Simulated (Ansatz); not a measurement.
# GaAs: the cost of one run

Computed with Ansatz 0.2.0 (DFT r2SCAN, scalar-relativistic, plane waves, PAW, unless a step's input says otherwise).

3 further runs of the same task are left out: 1 that didn't finish, 2 set aside as unsound or not needed.

## (1) The system as given

Symmetry: F-43m, No. 216, cubic system. Conventional cell: a = 5.678 Å, b = 5.678 Å, c = 5.678 Å, α = 90.00°, β = 90.00°, γ = 90.00°. Al (site symmetry -43m) is surrounded by 4 As at 2.46 Å. Around As (site symmetry -43m) lie 4 Al at 2.46 Å.

Structure file:

```cif
data_structure
_symmetry_space_group_name_H-M 'P 1'
_symmetry_Int_Tables_number 1
_cell_length_a 4.0149
_cell_length_b 4.0149
_cell_length_c 4.0149
_cell_angle_alpha 60.000
_cell_angle_beta 60.000
_cell_angle_gamma 60.000
_cell_volume 45.76
loop_
_atom_site_label
_atom_site_type_symbol
_atom_site_fract_x
_atom_site_fract_y
_atom_site_fract_z
_atom_site_occupancy
Al1 Al 0.00000 0.00000 0.00000 1
As1 As 0.25000 0.25000 0.25000 1
```

It is the result of an earlier relaxation at this level (volume 22.88 Å³/atom; gap on the mesh: 1.81 eV).

## (2) The partner compound

GaAs is put into the same structure and relaxed.

The cell holds 1 Ga, 1 As: a = 4.010 Å, b = 4.010 Å, c = 4.010 Å, α = 60.00°, β = 60.00°, γ = 60.00°.

## (3) Quick check of gap, pressure and forces (GaAs)

The input, input.yaml:

```yaml
crystal:
  lattice:
    - [0.0, 2.8353850621, 2.8353850621]
    - [2.8353850621, 0.0, 2.8353850621]
    - [2.8353850621, 2.8353850621, 0.0]
  atoms:
    - { symbol: Ga, position: [0.0, 0.0, 0.0] }
    - { symbol: As, position: [0.25, 0.25, 0.25] }
basis:
  ecutwfc: 500
kpoints:
  mp_grid: { grid: [6, 6, 6] }
hamiltonian:
  xc: r2scan
scf:
  occupations: { method: gaussian, width: 0.1 }
output:
  forces: true
  stress: true
  eigenvalues: true
```

Run with:

```
> ansatz run input.yaml --threads 2 --pin off --max-ram 5120MiB --backend cpu --events-out ev --progress --plain --runs-dir out
```

**Question.** How long does this run take on 2 threads of Arm Neoverse V2, shared host, and how much memory does it need?

About 1.6 s, with a peak of 0.42 GiB.
